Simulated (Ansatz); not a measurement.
**Molecular dynamics of Ta$_{2}$O$_{5}$**

input.yaml

```yaml
accuracy: low
crystal:
  lattice:
    - [-4.024603, -4.046927, 0.0]
    - [4.024603, -4.046927, 0.0]
    - [-1.905687, 0.0, 6.840323]
  atoms:
    - { symbol: Ta, position: [0.1752346, 0.8247654, 0.7913145] }
    - { symbol: Ta, position: [0.3247654, 0.6752346, 0.2086855] }
    - { symbol: O, position: [0.9189379, 0.5810621, 0.7983293] }
    - { symbol: O, position: [0.0810622, 0.4189378, 0.2016707] }
    - { symbol: O, position: [0.4051197, 0.5948803, 0.8706212] }
    - { symbol: O, position: [0.0948803, 0.9051197, 0.1293787] }
    - { symbol: O, position: [0.25, 0.75, 0.5] }
    - { symbol: Ta, position: [0.6752346, 0.3247654, 0.7913145] }
    - { symbol: Ta, position: [0.8247654, 0.1752346, 0.2086855] }
    - { symbol: O, position: [0.4189378, 0.0810622, 0.7983293] }
    - { symbol: O, position: [0.5810621, 0.9189378, 0.2016707] }
    - { symbol: O, position: [0.9051197, 0.0948803, 0.8706212] }
    - { symbol: O, position: [0.5948803, 0.4051197, 0.1293787] }
    - { symbol: O, position: [0.75, 0.25, 0.5] }
basis:
  ecutwfc: 250.0
kpoints:
  mp_grid: { grid: [2, 2, 2] }
hamiltonian:
  xc: pbesol
  pseudopotentials: { kind: paw, azcp: { folder: soft_1 } }
scf:
  occupations: { method: fermi_dirac, width: 0.36 }
  lower_state_search: "off"
  max_iter: 88
md:
  timestep: 0.75
  n_steps: 200
  ensemble: nvt_langevin
  temperature: 4200.0
  initial_velocities: maxwell_boltzmann
  seed: 445770
  friction: 0.005
```

Launched with:

```bash
$ ansatz run input.yaml --threads 1 --pin off --max-ram 3072MiB --backend cpu --events-out ev --progress --plain --runs-dir out
```

It starts from an unrelaxed structure (largest force component 0.29 eV/Å).

Output, in part (step lines):

```
md step     0: t =     0.00 fs  T =  3900.0 K  F+E_penalty+E_count = -44834.72088728 eV  E_kin = 7.057596 eV  (13 SCF iters)
md step     1: t =     0.75 fs  T =  3913.8 K  F+E_penalty+E_count = -44834.70986390 eV  E_kin = 7.082647 eV  (10 SCF iters)
md step     2: t =     1.50 fs  T =  4048.3 K  F+E_penalty+E_count = -44834.67485715 eV  E_kin = 7.325885 eV  (10 SCF iters)
md step     3: t =     2.25 fs  T =  4078.4 K  F+E_penalty+E_count = -44834.61680770 eV  E_kin = 7.380416 eV  (10 SCF iters)
md step     4: t =     3.00 fs  T =  4016.0 K  F+E_penalty+E_count = -44834.53659712 eV  E_kin = 7.267574 eV  (10 SCF iters)
md step     5: t =     3.75 fs  T =  4053.4 K  F+E_penalty+E_count = -44834.43620018 eV  E_kin = 7.335240 eV  (7 SCF iters)
md step     6: t =     4.50 fs  T =  3950.9 K  F+E_penalty+E_count = -44834.31740163 eV  E_kin = 7.149734 eV  (6 SCF iters)
md step     7: t =     5.25 fs  T =  3887.5 K  F+E_penalty+E_count = -44834.18075089 eV  E_kin = 7.034920 eV  (7 SCF iters)
[... lines left out ...]
md step   199: t =   149.25 fs  T =  3195.6 K  F+E_penalty+E_count = -44829.26357560 eV  E_kin = 5.782894 eV  (6 SCF iters)
md step   200: t =   150.00 fs  T =  3530.0 K  F+E_penalty+E_count = -44829.44675507 eV  E_kin = 6.388002 eV  (8 SCF iters)
```

The steps, from the saved trajectory:

```
time (fs)  T (K)  potential energy less start (eV)
      0.0   3900                             0.000
      4.5   3951                             0.403
      9.0   3296                             1.382
     13.5   2957                             2.377
     18.0   2504                             3.294
     22.5   2077                             4.168
     27.0   2126                             4.612
     31.5   2338                             4.353
     36.0   2867                             4.073
     40.5   2455                             4.480
     45.0   2090                             5.586
     49.5   1876                             5.833
     54.0   2939                             4.740
     58.5   2898                             3.966
     63.0   2774                             4.066
     67.5   2855                             4.041
     72.0   3029                             4.072
     76.5   2996                             4.362
     81.0   2820                             4.876
     85.5   2866                             5.228
     90.0   2711                             5.457
     94.5   2280                             6.075
     99.0   2381                             6.688
    103.5   2596                             6.774
    108.0   2695                             6.251
    112.5   3109                             5.569
    117.0   3338                             5.423
    121.5   2822                             6.135
    126.0   2990                             5.896
    130.5   3583                             4.876
    135.0   2931                             5.043
    139.5   2840                             5.948
    144.0   2710                             6.309
    148.5   3185                             5.631
```

The run went to its last step. The mean temperature of the second half is 32 % below the set value. A run of 0.15 ps of so small a system gives no equilibrium averages. The plane-wave cutoff is below what these datasets need, so energies and pressures aren't converged. Limits of this set-up: coarse k mesh, PAW files made for another functional, low accuracy level.

Mean squared displacements from the first frame to the last, about the centre of mass: Ta 0.12 Å², O 0.37 Å².

Last frame:

```xyz
14
Lattice="-4.0246 -4.0469 0.0000 4.0246 -4.0469 0.0000 -1.9057 0.0000 6.8403" Properties=species:S:1:pos:R:3
Ta 0.840 -4.317 5.168
Ta 1.233 -4.294 1.375
O -3.146 -6.507 5.674
O 1.111 -1.452 0.976
O -0.935 -4.526 5.689
O 2.996 -3.531 0.822
O 1.273 -3.707 3.304
Ta -3.204 -4.391 5.584
Ta -3.430 -4.008 1.710
O -3.133 -2.692 4.912
O 1.189 -6.247 1.632
O -5.171 -3.991 5.643
O -0.616 -3.964 0.503
O -3.525 -4.519 3.440
```

The run took 9.5 min on 1 thread of Arm Neoverse V2, on a shared host, peak memory 0.45 GiB.
